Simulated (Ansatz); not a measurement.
# C₂H₄InNO: up Jacob's ladder to CCSD(T)

Aim: compute C₂H₄InNO with functionals from several rungs and with coupled cluster, and see how far each lands from CCSD(T) at the basis-set limit for the atomisation energy.

Method: functionals in def2-TZVPP, the program's frozen cores in correlated methods; program: Ansatz 0.2.0, Gaussian basis.

Plan: PBE-D4, r2SCAN-D4, PBE0-D4, B3LYP-D4, ωB97X-V, ωB97M-V, B2PLYP; CCSD(T)/def2-TZVPP; MP2/def2-QZVPP; extrapolation to the limit.

**1. The geometry**

All runs share one geometry, relaxed beforehand with PBE0-D4 in a triple-zeta def2 set. In takes the def2 core potential; no spin-orbit term is included.

SMILES `OC1=[CH][InH][NH]1`, 9 atoms, charge 0, spin multiplicity 1.

Atoms are counted from 1 here; the program's logs count them from 0.

Bond lengths: O1–C2 1.346 Å, O1–H6 0.964 Å, C2–C3 1.373 Å, C2–N5 1.372 Å, C3–In4 2.050 Å, C3–H7 1.077 Å, In4–N5 2.206 Å, In4–H8 1.685 Å, N5–H9 1.014 Å. Angles: C2–O1–H6 107.8°, O1–C2–C3 122.7°, O1–C2–N5 119.9°, C3–C2–N5 117.4°, C2–C3–In4 90.8°, C2–C3–H7 126.2°, In4–C3–H7 142.6°, C3–In4–N5 66.8°, C3–In4–H8 167.4°, N5–In4–H8 125.6°, C2–N5–In4 84.5°, C2–N5–H9 114.4°, In4–N5–H9 133.2°.

As a file:

```
O     0.1051    1.8254   -0.7340
C     0.0751    0.5438   -0.3233
C     1.0094   -0.3829   -0.7161
In    0.1985   -1.7793    0.5464
N    -0.9343    0.1126    0.4999
H    -0.7499    2.2205   -0.5305
H     1.7401   -0.2570   -1.4979
H    -0.1516   -3.1072    1.5230
H    -1.2040    0.7779    1.2155
```

**2. PBE-D4 (GGA)**

The input, in.yaml:

```yaml
crystal:
  periodic: [false, false, false]
  atoms:
    - {symbol: O, position_ang: [0.105106, 1.825423, -0.733970]}
    - {symbol: C, position_ang: [0.075072, 0.543762, -0.323252]}
    - {symbol: C, position_ang: [1.009410, -0.382881, -0.716133]}
    - {symbol: In, position_ang: [0.198482, -1.779285, 0.546379]}
    - {symbol: N, position_ang: [-0.934296, 0.112644, 0.499870]}
    - {symbol: H, position_ang: [-0.749864, 2.220484, -0.530540]}
    - {symbol: H, position_ang: [1.740069, -0.257001, -1.497932]}
    - {symbol: H, position_ang: [-0.151595, -3.107219, 1.523008]}
    - {symbol: H, position_ang: [-1.203983, 0.777872, 1.215468]}
basis:
  gaussian: {orbitals: def2-TZVPP}
hamiltonian: {xc: pbe, dispersion: d4}
output: {forces: true, orbitals: {seedname: orbitals}}
```

Command:

```console
$ ansatz run in.yaml --threads 4 --pin off --events-out ev --progress --plain --max-ram 10444MiB
```

The runs that follow: r2SCAN-D4 (meta-GGA); PBE0-D4 (hybrid); B3LYP-D4 (hybrid); ωB97X-V (range-separated); ωB97M-V (range-separated); B2PLYP (double hybrid); CCSD(T) in def2-TZVPP; MP2 in def2-QZVPP.

Q: Predict the results of all the runs planned. Wanted: atomisation energy, CCSD(T)/CBS; farthest; mean size of error, hybrid; mean size of error, range-separated; gap, smallest and largest; T1 diagnostic; triples share of the correlation energy.

The runs gave:

| quantity | value |
| --- | --- |
| atomisation energy, CCSD(T)/CBS | 3234.7 kJ/mol |
| functionals within 32.3 kJ/mol (1.0 %) | r2SCAN-D4, PBE0-D4, B3LYP-D4, ωB97X-V, ωB97M-V |
| farthest | PBE-D4 (+127.3 kJ/mol) |
| mean size of error, hybrid | 20.3 kJ/mol |
| mean size of error, range-separated | 8.8 kJ/mol |
| gap, smallest and largest | 2.37 eV (PBE-D4), 8.04 eV (ωB97X-V) |
| T1 diagnostic | 0.0159 |
| triples share of the correlation energy | 4.2 % |

**Reading.** PBE-D4 is off by +127.3 kJ/mol. Double hybrids carry the basis error of their MP2 part in triple zeta, and no dispersion term here, so their miss is partly the set-up's. The reference freezes the cores and leaves out spin-orbit coupling and excitations past (T), and its outer-core shells are covered unevenly, so misses under about 32.3 kJ/mol can't be ranked. All levels share the lack of spin-orbit coupling, which lowers the free heavy atoms and so the true binding. Hartree-Fock recovers 64 % of the binding; the rest is correlation. The gap grows from 2.4 to 8.0 eV across the functionals, mostly with the share of exact exchange. Correlated methods include outer-core shells of In, which these sets cover unevenly.
